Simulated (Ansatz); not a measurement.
# Ge2Sb2Se: the cost of one run

Method: DFT PBE, scalar-relativistic, plane waves, PAW, unless a step names another level, in Ansatz 0.2.0.

13 further runs of the same task are left out: 5 that didn't finish, 8 set aside as unsound or not needed. Runs told in other sessions of the task aren't counted.

### Step 1. What the formula suggests

Pauling electronegativities: Ge 2.01, Sb 2.05, Se 2.55 (spread 0.54). The formula balances with common oxidation states: Ge +4, Se -2, Sb -3, a formal count that means little at so small a spread. Tabulated atomic sizes suggest about 24 Å³/atom. 32 candidates were drawn, by swapping species into database cells of other compounds, at random by space group and Wyckoff sites, or by hand, as the table says:

```
name                                             made from  space group no.                Wyckoff sites  atoms (primitive cell)  V (Å³/atom)
 c01                                                random              166          Ge 6c; Sb 6c; Se 3b                       5         27.0
 c02                                                random                2  Ge 1e, 1g; Sb 1c, 1d; Se 1a                       5         28.4
 c03                                                random               47          Ge 2n; Sb 2q; Se 1c                       5         29.8
 c04                                                random               11  Ge 2b, 2c; Sb 2a, 2e; Se 2e                      10         29.3
 c05                                                random               12          Ge 4f; Sb 4e; Se 2b                       5         24.7
 c06                             database cell of SmMg2Sb2              164          Ge 2d; Sb 2d; Se 1a                       5         29.2
 c07                       built by hand: Si2N2O (sinoite)               36          Ge 8b; Sb 8b; Se 4a                      10         24.2
 c08                              database cell of Li2NiO2               71          Ge 4i; Sb 4j; Se 2d                       5         23.5
 c09                             database cell of Fe2CuGe2               51  Ge 2e, 2f; Sb 2f, 2d; Se 2a                      10         22.9
 c10      built by hand: ordered-vacancy zincblende (Imm2)               44          Ge 4d; Sb 4d; Se 2b                       5         26.9
 c11                              database cell of Sr2NiN2              107  Ge 2a, 2a; Sb 2a, 2a; Se 2a                       5         25.7
 c12                                                random              166  Ge 9d, 3a; Sb 9e, 3b; Se 6c                      10         27.6
 c13                             database cell of EuSi2Ir2              139          Ge 4d; Sb 4e; Se 2a                       5         24.4
 c14                                                random              164  Ge 3e, 1b; Sb 3f, 1a; Se 2d                      10         28.4
 c15  built by hand: layered Se-bridged GeSb double sheets               38          Ge 4c; Sb 4c; Se 2a                       5         28.6
 c16                             database cell of EuGe2Pt2               11  Ge 2e, 2e; Sb 2e, 2e; Se 2e                      10         24.1
 c17                             database cell of EuAs2Pd2               12          Ge 4i; Sb 4g; Se 2c                       5         22.8
 c18                                                random               55          Ge 4h; Sb 4h; Se 2c                      10         31.4
 c19                                                random              100          Ge 4c; Sb 4c; Se 2a                      10         27.0
 c20                                                random               38          Ge 4c; Sb 4d; Se 2a                       5         24.4
 c21                                                random                3          Ge 2e; Sb 2e; Se 1d                       5         28.5
 c22          built by hand: ordered tetradymite (Bi2Te2S)              166          Ge 6c; Sb 6c; Se 3a                       5         24.2
 c23                             database cell of Ho2Pd2Pb              127          Ge 4g; Sb 4h; Se 2a                      10         25.1
 c24                                                random                4  Ge 2a, 2a; Sb 2a, 2a; Se 2a                      10         29.9
 c25                             database cell of Sn2Pd2Au              156  Ge 1c, 1b; Sb 1c, 1a; Se 1b                       5         24.3
 c26                                                random              109      Ge 8b; Sb 4a, 4a; Se 4a                      10         25.4
 c27                                                random               72          Ge 8g; Sb 8j; Se 4b                      10         25.7
 c28                               database cell of YB2Ir2               70        Ge 16g; Sb 16f; Se 8b                      10         27.1
 c29                                                random               10      Ge 2i; Sb 1a, 1e; Se 1h                       5         25.1
 c30                                                random              141          Ge 8e; Sb 8e; Se 4a                      10         30.7
 c31                                                random              131          Ge 4j; Sb 4m; Se 2f                      10         24.7
 c32                                                random                2  Ge 1a, 1d; Sb 1c, 1b; Se 1f                       5         28.4
```

### Step 2. Screening run of c04

input.yaml reads:

```yaml
crystal:
  lattice:
    - [5.46795117, 0.0, 0.0]
    - [0.0, 6.77047651, 0.0]
    - [-0.03946732, 0.0, 7.91151703]
  atoms:
    - { symbol: Ge, position: [0.5, 0.0, 0.0] }
    - { symbol: Ge, position: [0.5, 0.5, 0.0] }
    - { symbol: Ge, position: [0.0, 0.0, 0.5] }
    - { symbol: Ge, position: [0.0, 0.5, 0.5] }
    - { symbol: Sb, position: [0.0, 0.0, 0.0] }
    - { symbol: Sb, position: [0.0, 0.5, 0.0] }
    - { symbol: Sb, position: [0.47408158, 0.75, 0.43081218] }
    - { symbol: Sb, position: [0.52591842, 0.25, 0.56918782] }
    - { symbol: Se, position: [0.66579586, 0.75, 0.91775221] }
    - { symbol: Se, position: [0.33420414, 0.25, 0.08224779] }
basis:
  ecutwfc: 420
kpoints:
  mp_grid: { grid: [2, 2, 2] }
hamiltonian:
  xc: pbe
scf:
  occupations: { method: gaussian, width: 0.15 }
  lower_state_search: "off"
output:
  forces: true
  stress: true
  eigenvalues: true
relax:
  adjacent_minimum: "off"
  f_tol: 0.08
  max_steps: 16
  cell: { stress_tol: 0.8 }
```

On the command line:

```console
ansatz run input.yaml --threads 1 --pin off --max-ram 2560MiB --backend cpu --events-out ev --progress --plain --runs-dir out
```

What time and memory should one allow on 1 thread of Intel Xeon Platinum 8259CL at 2.50GHz (Skylake/Cascade Lake), shared host?

About 2.8 min, with a peak of 0.68 GiB.
